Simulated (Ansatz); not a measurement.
# NaCl: a single-point run

Wanted: a converged single-point run for NaCl, and a check of what comes out. The structure is shown as the input types it.

Computed with Ansatz 0.2.0 (density functional or hybrid calculation with the settings of its input, plane waves (as first typed), unless a step's input says otherwise).

5 further runs of the same task are left out: 5 that didn't finish.

## (1) The system as given

It takes space group Fm-3m (No. 225, cubic). Conventional cell: a = 5.605 Å, b = 5.605 Å, c = 5.605 Å, α = 90.00°, β = 90.00°, γ = 90.00°. Na (site symmetry m-3m) is surrounded by 6 Cl at 2.80 Å. Around Cl (site symmetry m-3m) lie 6 Na at 2.80 Å.

Structure file:

```
Na Cl
1.0
     0.00000    2.80270    2.80270
     2.80270    0.00000    2.80270
     2.80270    2.80270    0.00000
Na Cl
1 1
Cartesian
  0.0000 0.0000 0.0000
  2.8027 2.8027 2.8027
```

## (2) The calculation

Contents of input.yaml:

```yaml
crystal:
  lattice:
    - [0.0, 2.8026988074, 2.8026988074]
    - [2.8026988074, 0.0, 2.8026988074]
    - [2.8026988074, 2.8026988074, 0.0]
  atoms:
    - { symbol: Na, position: [0.0, 0.0, 0.0] }
    - { symbol: Cl, position: [0.5, 0.5, 0.5] }
kpoints:
  mp_grid: { grid: [6, 6, 6] }
hamiltonian:
  xc: pbesol
scf:
  occupations: { method: methfessel_paxton, width: 1.5 }
  n_extra_bands: 4
output:
  forces: true
  stress: true
  eigenvalues: true
```

On the command line:

```
ansatz run input.yaml --threads 4 --pin off --max-ram 3686MiB --backend cpu --events-out ev --progress --plain --runs-dir out
```

**Question.** How will this run end, and is anything wrong with its input?

The run converged and reported no error, with warnings (smearing energy in gap). Its log warns: «on these k-points the computed levels leave a gap of 5.0022 eV at the electron count, 3.3 widths of the methfessel_paxton smearing (1.5000 eV) ...»

Look at the input: scf.occupations.method is methfessel_paxton; scf.occupations.width is 1.5. The width is far wider than usual, so occupations near the Fermi level are blurred and the entropy term grows.

To check: delete scf.occupations.width (the default then holds) and set scf.occupations.method to fixed.
